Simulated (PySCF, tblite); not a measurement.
**C₆H₁₄O₂Si: geometry, infrared bands and NMR shifts**

Wanted: the infrared bands and NMR shifts of C₆H₁₄O₂Si (`CC(C)[Si](O)(O)C1CC1`), by calculation.

The runs use tblite 0.8.0 and PySCF 2.14.0, with density-fitted response routines of our own; the level of theory stands in each step. All values are computed, except where a source is named. Atoms are numbered from 0 throughout.

**1. Starting geometry**

23 atoms, charge 0, multiplicity 1; geometry from: force field or distance geometry start.

Bonds of the start (Å): C0–C1 1.54, C1–C2 1.52, C1–Si3 1.94, Si3–O4 1.65, Si3–O5 1.67, Si3–C6 1.89, C6–C7 1.51, C7–C8 1.50, C8–C6 1.50, C0–H9 1.11, C0–H10 1.09, C0–H11 1.10, C1–H12 1.09, C2–H13 1.10, C2–H14 1.09, C2–H15 1.10, O4–H16 0.98, O5–H17 0.97, C6–H18 1.09, C7–H19 1.09, C7–H20 1.08, C8–H21 1.09, C8–H22 1.08.

**2. Geometry optimisation with GFN2-xTB**

What the job is given:

```
{"job": {"kind": "relax", "xc": "GFN2-xTB", "basis": "xTB"}, "charge": 0, "multiplicity": 1}
C     -2.189200    -0.332200     1.161700
C     -1.595000    -0.339500    -0.255000
C     -1.712700     1.038100    -0.885100
Si     0.226600    -1.006400    -0.276400
O      0.771400    -1.117300    -1.828800
O      0.277700    -2.563200     0.324900
C      1.331400     0.134100     0.747200
C      2.805300     0.207200     0.425900
C      1.909200     1.372000     0.128100
H     -3.251300    -0.017500     1.130700
H     -1.667900     0.360300     1.823500
H     -2.169600    -1.327200     1.622800
H     -2.170900    -1.051900    -0.843200
H     -2.768700     1.347500    -0.933000
H     -1.339600     1.052900    -1.912100
H     -1.176900     1.804700    -0.310300
H      0.990100    -0.266800    -2.255600
H      0.261600    -3.255800    -0.356300
H      1.050300     0.173200     1.802800
H      3.502200     0.291800     1.254300
H      3.192300    -0.354100    -0.412600
H      2.003300     2.257400     0.756800
H      1.715600     1.619900    -0.899900
```

Run with:

```bash
> OMP_NUM_THREADS=1 python probes_run.py task.json out
```

The driver reads the jobs from task.json and runs them one after another.

**Question.** This job is followed by: GFN2-xTB harmonic vibrations, gas phase; GIAO PBE0/pcSseg-1 NMR shielding, non-relativistic, gas phase. Predict these results of the whole session: strongest single infrared mode (GFN2-xTB); zero-point energy (GFN2-xTB); 13C shifts against TMS (PBE0/pcSseg-1, means over atoms taken as alike); 1H shifts against TMS (PBE0/pcSseg-1, means over atoms taken as alike); 29Si shifts against TMS (PBE0/pcSseg-1); 17O shifts against H2O (PBE0/pcSseg-1, means over atoms taken as alike).

The runs gave:

| quantity | value |
| --- | --- |
| strongest single infrared mode (GFN2-xTB) | 875 cm⁻¹, 302 km/mol |
| zero-point energy (GFN2-xTB) | 120.6 kcal/mol |
| 13C shifts against TMS (PBE0/pcSseg-1, means over atoms taken as alike) | 21.2, 19.1, 1.2, -4.4 ppm |
| 1H shifts against TMS (PBE0/pcSseg-1, means over atoms taken as alike) | 1.51, 1.07, 0.95, 0.49, 0.04, -0.33 ppm |
| 29Si shifts against TMS (PBE0/pcSseg-1) | -10.4 ppm |
| 17O shifts against H2O (PBE0/pcSseg-1, means over atoms taken as alike) | 35.6 ppm |

Relaxing lowered the energy by 0.132 eV in 94 steps; the close pair that moved most is Si3–O5, from 1.670 to 1.626 Å. No mode is imaginary among the 63: a minimum at this level. The strongest single mode, at 875 cm⁻¹, is carried by Si3, O4, H17. Unscaled tight-binding wavenumbers are off by several per cent, some by more. Its intensities can rank the bands wrongly. At PBE0/pcSseg-1: The widest tensor belongs to C6: span 71 ppm, with a paramagnetic part of -65 ppm.
